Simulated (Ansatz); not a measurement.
I need a band structure of AlGa₃N₄, space group P-43m. Use Ansatz 0.2.0, Python API. Use: LDA, PAW, the default cutoff (420 eV here), 4×4×4 k-points, fixed occupations.

`alga3n4.vasp`
```text
AlGa3N4
1.0
   4.47168536    0.00000000    0.00000000
   0.00000000    4.47168536    0.00000000
   0.00000000    0.00000000    4.47168536
Al Ga N
1 3 4
Direct
   0.00000000    0.00000000    0.00000000
   0.50000000    0.50000000    0.00000000
   0.50000000    0.00000000    0.50000000
   0.00000000    0.50000000    0.50000000
   0.75571442    0.75571442    0.24428558
   0.75571442    0.24428558    0.75571442
   0.24428558    0.75571442    0.75571442
   0.24428558    0.24428558    0.24428558
```

`bands_alga3n4.py`:
```python
"""Band structure of AlGa3N4."""

import ansatz as az
from ase.io import read
import numpy as np


def main() -> None:
    atoms = read("alga3n4.vasp", format="vasp")
    alga3n4 = az.Crystal.from_ase(atoms)

    # high-symmetry points in fractions of the reciprocal vectors
    path = [
        ("G", (0.0, 0.0, 0.0)),
        ("X", (0.0, 0.5, 0.0)),
        ("M", (0.5, 0.5, 0.0)),
        ("G", (0.0, 0.0, 0.0)),
        ("R", (0.5, 0.5, 0.5)),
        ("X", (0.0, 0.5, 0.0)),
    ]
    calc = alga3n4.calculation()
    calc = calc.pseudopotentials("paw").occupations("fixed")
    calc = calc.functional("lda")
    calc = calc.kpoints(4, 4, 4)
    calc = calc.band_structure([point for _, point in path], intervals=4)
    res = calc.run(threads=1)
    report = res.report

    for key in ("converged", "n_iterations", "n_electrons", "n_kpoints", "n_pw", "n_symmetry_ops", "free_energy_ev", "fermi_energy_ev"):
        print(f"{key:18s} {report[key]}")

    bands = res.band_structure()
    fermi = bands.fermi_energy_ev
    for spin, channel in enumerate(bands.channels):
        print("channel", spin, "- levels within 6 eV of the Fermi level")
        for i, (label, _) in enumerate(path):
            levels = channel.eigenvalues_ev[i * 4] - fermi
            print(f"  {label:3s}", " ".join(f"{e:7.3f}" for e in levels if abs(e) < 6))


if __name__ == "__main__":
    main()
```

Running `python bands_alga3n4.py` prints:
```text
DeckWarning: basis.ecutwfc = 420 eV, auto-derived from the records' recommended cutoffs: set by Al (normal level)
converged          True
n_iterations       7
n_electrons        62.0
n_kpoints          10
n_pw               1743
n_symmetry_ops     24
free_energy_ev     -13136.00076950288
fermi_energy_ev    8.638219913486413
channel 0 - levels within 6 eV of the Fermi level
  G    -5.297  -2.462  -2.462  -2.462  -2.459  -2.459  -2.459   0.000   0.000   0.000   2.347   3.383   3.383   3.383
  X    -5.461  -5.132  -3.798  -3.698  -3.412  -3.412  -3.306  -2.816  -1.473  -1.473  -1.192  -1.192   4.850   4.948
  M    -5.299  -5.299  -5.170  -4.511  -3.112  -3.062  -3.062  -3.041  -0.985  -0.941  -0.941  -0.607
  G    -5.297  -2.462  -2.462  -2.462  -2.459  -2.459  -2.459   0.000   0.000   0.000   2.347   3.383   3.383   3.383
  R    -0.997  -0.997  -0.997  -0.739  -0.739  -0.679  -0.679  -0.679   4.871   4.871   4.871
  X    -5.461  -5.132  -3.798  -3.698  -3.412  -3.412  -3.306  -2.816  -1.473  -1.473  -1.192  -1.192   4.850   4.948
```
(Warnings from the package without file and line.)

Reading the output:
- Total energies depend on the potentials; only differences at equal settings carry meaning. A total without «per atom» is that of the cell as typed.
- With fixed filling the reported Fermi level is the top filled level among the k-points of the SCF.
- The zero of the levels is a convention of the potentials, so an absolute Fermi energy is no work function.
- This cell is a computed structure, which may not be the phase found in nature.
- Levels are Kohn-Sham eigenvalues on this mesh, without spin-orbit coupling.
- Cost: roughly 5 core-seconds.

(Lines on the test bed's own set-up are left out of the output.)
